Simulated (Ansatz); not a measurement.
# CH₆BGaSi: how energies converge with the basis set

How large a basis does CH₆BGaSi need? Two functionals are run in growing sets.

Computed with Ansatz 0.2.0, Gaussian basis. Level: one geometry, several basis sets.

The runs, in order: PBE0-D4/def2-SVP; ωB97M-V/def2-SVP; PBE0-D4/def2-QZVPP; ωB97M-V/def2-QZVPP; the functionals' def2-TZVPP values are taken from earlier runs.

**1. The relaxed structure**

The geometry comes from an earlier relaxation with PBE0-D4 in a triple-zeta def2 set; it is a stationary point, not always the lowest conformer.

SMILES `[GaH2][CH]1B[SiH2]1`, 10 atoms, charge 0, spin multiplicity 1.

Atoms are counted from 1 here; the program's logs count them from 0.

Bond lengths: Ga1–C2 2.031 Å, Ga1–H5 1.562 Å, Ga1–H6 1.560 Å, C2–B3 1.462 Å, C2–Si4 1.918 Å, C2–H7 1.089 Å, B3–Si4 1.942 Å, B3–H8 1.185 Å, Si4–H9 1.529 Å, Si4–H10 1.484 Å. Angles: C2–Ga1–H5 113.0°, C2–Ga1–H6 118.7°, H5–Ga1–H6 126.8°, Ga1–C2–B3 122.8°, Ga1–C2–Si4 83.2°, Ga1–C2–H7 104.6°, B3–C2–Si4 68.6°, B3–C2–H7 129.4°, Si4–C2–H7 139.3°, C2–B3–Si4 66.9°, C2–B3–H8 143.0°, Si4–B3–H8 145.9°, C2–Si4–B3 44.5°, C2–Si4–H9 103.5°, C2–Si4–H10 122.6°, B3–Si4–H9 120.9°, B3–Si4–H10 131.9°, H9–Si4–H10 107.0°.

Geometry (Å):

```
Ga   -1.1741    0.7966   -0.6075
C     0.1815   -0.7152   -0.5809
B     0.4016   -1.5624    0.5904
Si    0.9294    0.2848    0.8745
H    -0.9528    1.7934   -1.7892
H    -2.4442    0.6802    0.2900
H     0.3838   -0.9215   -1.6311
H     0.5470   -2.6882    0.9306
H    -0.1170    1.3672    1.1390
H     2.2447    0.9649    0.7841
```

**2. PBE0-D4 in def2-SVP**

Contents of in.yaml:

```yaml
crystal:
  periodic: [false, false, false]
  atoms:
    - {symbol: Ga, position_ang: [-1.174140, 0.796634, -0.607504]}
    - {symbol: C, position_ang: [0.181544, -0.715209, -0.580935]}
    - {symbol: B, position_ang: [0.401632, -1.562387, 0.590417]}
    - {symbol: Si, position_ang: [0.929429, 0.284795, 0.874515]}
    - {symbol: H, position_ang: [-0.952784, 1.793442, -1.789203]}
    - {symbol: H, position_ang: [-2.444222, 0.680190, 0.290027]}
    - {symbol: H, position_ang: [0.383836, -0.921460, -1.631054]}
    - {symbol: H, position_ang: [0.546979, -2.688177, 0.930626]}
    - {symbol: H, position_ang: [-0.117008, 1.367228, 1.139013]}
    - {symbol: H, position_ang: [2.244733, 0.964944, 0.784087]}
basis:
  gaussian: {orbitals: def2-SVP}
hamiltonian: {xc: pbe0, dispersion: d4}
output: {orbitals: {seedname: orbitals}}
```

Launch:

```bash
$ ansatz run in.yaml --threads 4 --pin off --events-out ev --progress --plain --max-ram 10444MiB
```

Further steps of the session: ωB97M-V in def2-SVP; PBE0-D4 in def2-QZVPP; ωB97M-V in def2-QZVPP.

Before running them: what should the planned runs give, taken together? Wanted: PBE0-D4: double and triple zeta above quadruple; ωB97M-V: double and triple zeta above quadruple.

**Answer**, as computed:

| quantity | value |
| --- | --- |
| PBE0-D4: double and triple zeta above quadruple | 12.98, 1.56 eV |
| ωB97M-V: double and triple zeta above quadruple | 13.03, 1.50 eV |

What this shows: PBE0-D4 gains 11.43 eV from double to triple zeta, then 1.56 eV more. Total energies overstate the basis error of differences, where much of it tends to cancel.
